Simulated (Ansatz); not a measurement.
# BF (SMILES [B]F): CCSD/STO-3G

Aim: the electronic atomisation energy of BF at CCSD/STO-3G, from 3 runs. 

The calculation is run with Ansatz 0.2.0.

35 further runs of the same task are left out: 1 that didn't finish, 34 set aside as unsound or not needed.

### Step 1. The structure to begin with

The species is BF (2 atoms), meant as a singlet with charge 0. As SMILES, `[B]F`. Geometry: relaxed at PBE0-D4/def2-TZVP.

Bond lengths: B1–F2 1.263 Å.

### Step 2. A single-point energy at CCSD/STO-3G

molecule.yaml

```yaml
crystal:
  periodic: [false, false, false]
  atoms:
    - {symbol: B, position_ang: [0.000000, -0.000000, -0.009350]}
    - {symbol: F, position_ang: [-0.000000, 0.000000, 1.253740]}
basis:
  gaussian: {orbitals: STO-3G}
correlation: {method: ccsd, frozen_orbitals: {B: 1, F: 1}}
accuracy: high
scf: {omitted_lower_state_checks: [cluster_reference, increment]}
```

Started as:

```bash
ansatz run molecule.yaml --threads 1 --pin off --max-ram 3480MiB --events-out events.jsonl --progress --plain --runs-dir runs
```

What it wrote:

```text
Warning: RAYON_NUM_THREADS=1 ignored (pool sized by the plan → 1); use --threads N
Functional definition: HF
  name "HF"
  exchange = exact_x
  correlation = 0
these checks for a lower state are left out or cut short: cluster_reference, increment
149 factors; integrals over basis functions are off by at most 3.9e-8 eV
mean field evaluation 1: about -3328.7855 eV, gradient 1.3e1 eV
mean field evaluation 2: about -3328.8130 eV, gradient 1.3e1 eV
mean field evaluation 4: about -3329.4788 eV, gradient 5.8e-1 eV
mean field evaluation 8: about -3329.4800 eV, gradient 1.6e-6 eV
mean field -3329.48003742 eV, -122.3561345724 hartree, gradient 7.8e-8 eV, S^2 0.000000; 0 other end points of the search recorded, 0 dependent functions left out
2 core orbitals not correlated: weight in the atoms' cores, before any rotation towards them, 1.000 or more for the frozen orbitals, at most 0.000 for the correlated occupied ones
reference -3329.48003742 eV, -122.3561345724 hartree; 5, 5 occupied and 3, 3 virtual orbitals, 149 factors
second order -1.68788110 eV of doubles, -0.00000000 eV of singles
cycle   1  -1.79379718 eV  change   -1.1e-1 eV  update   9.5e-2
cycle   2  -2.03348992 eV  change   -2.4e-1 eV  update   3.4e-2
cycle   3  -2.11520649 eV  change   -8.2e-2 eV  update   1.8e-2
cycle   4  -2.11858140 eV  change   -3.4e-3 eV  update   3.1e-3
cycle   5  -2.11969557 eV  change   -1.1e-3 eV  update   5.1e-4
cycle   6  -2.11941167 eV  change    2.8e-4 eV  update   1.3e-4
cycle   7  -2.11942359 eV  change   -1.2e-5 eV  update   1.6e-5
cycle   8  -2.11943274 eV  change   -9.1e-6 eV  update   3.4e-6
cycle   9  -2.11943140 eV  change    1.3e-6 eV  update   8.6e-7
cycle  10  -2.11943179 eV  change   -3.9e-7 eV  update   2.0e-7
cycle  11  -2.11943163 eV  change    1.6e-7 eV  update   3.0e-8
cycle  12  -2.11943150 eV  change    1.3e-7 eV  update   8.1e-8
cycle  13  -2.11943134 eV  change    1.6e-7 eV  update   4.3e-8
cycle  14  -2.11943134 eV  change    1.1e-9 eV  update   9.5e-9
cycle  15  -2.11943134 eV  change   -3.0e-9 eV  update   3.6e-9
cycle  16  -2.11943134 eV  change   -1.2e-9 eV  update  9.3e-10
Total energy: -3331.59946876 eV, -122.4340222377 hartree
Checks for a lower state left out: cluster_reference, increment
```

Wall time 0.1 s (1 thread of Intel Xeon 6975P-C (Granite Rapids), shared host).

### Step 3. The B atom

job.yaml

```yaml
crystal:
  periodic: [false, false, false]
  atoms:
    - {symbol: B, position_ang: [0.000000, 0.000000, 0.000000]}
basis:
  gaussian:
    orbitals: STO-3G
correlation:
  method: ccsd
  frozen_orbitals: {B: 1}
scf:
  omitted_lower_state_checks: [cluster_reference, increment]
magnetization:
  spin_polarized: true
  initial_magnetization: 1
accuracy: high
```

Run the same way, it converges to -24.18899 Eh (log not shown).

### Step 4. The F atom, same level

molecule.yaml

```yaml
crystal:
  periodic: [false, false, false]
  atoms:
    - {symbol: F, position_ang: [0.000000, 0.000000, 0.000000]}
basis:
  gaussian:
    orbitals: STO-3G
magnetization:
  spin_polarized: true
  initial_magnetization: 1
correlation:
  method: ccsd
  frozen_orbitals: {F: 1}
accuracy: high
scf:
  omitted_lower_state_checks: [cluster_reference, increment]
```

Run the same way, it converges to -97.98651 Eh (log not shown).

### Step 5. Summary of results

Level: CCSD/STO-3G, 2 core orbitals frozen.

| quantity | value |
| --- | --- |
| molecule: total energy | -122.43402 Eh |
| molecule: correlation energy (2 core orbitals frozen) | -77.9 mEh |
| molecule: T1 diagnostic | 0.021 |
| B atom: total energy | -24.18899 Eh |
| B atom: correlation energy (1 core orbital frozen) | -40.0 mEh |
| B atom: ⟨S²⟩ of the reference determinant | 0.750 |
| B atom: T1 diagnostic | 0.000 |
| F atom: total energy | -97.98651 Eh |
| F atom: correlation energy (1 core orbital frozen) | 0.0 mEh |
| F atom: ⟨S²⟩ of the reference determinant | 0.750 |
| F atom: T1 diagnostic | 0.000 |
| electronic atomisation energy | 7.035 eV |

What this shows: Taking the molecule apart into free atoms costs 7.03 eV (162 kcal/mol), before zero-point energy and without spin-orbit coupling. In a minimal basis such a difference can be off by several eV, whatever the method. The T1 diagnostic (molecule) of 0.021 is above the customary mark for such species, so a single reference may not serve.
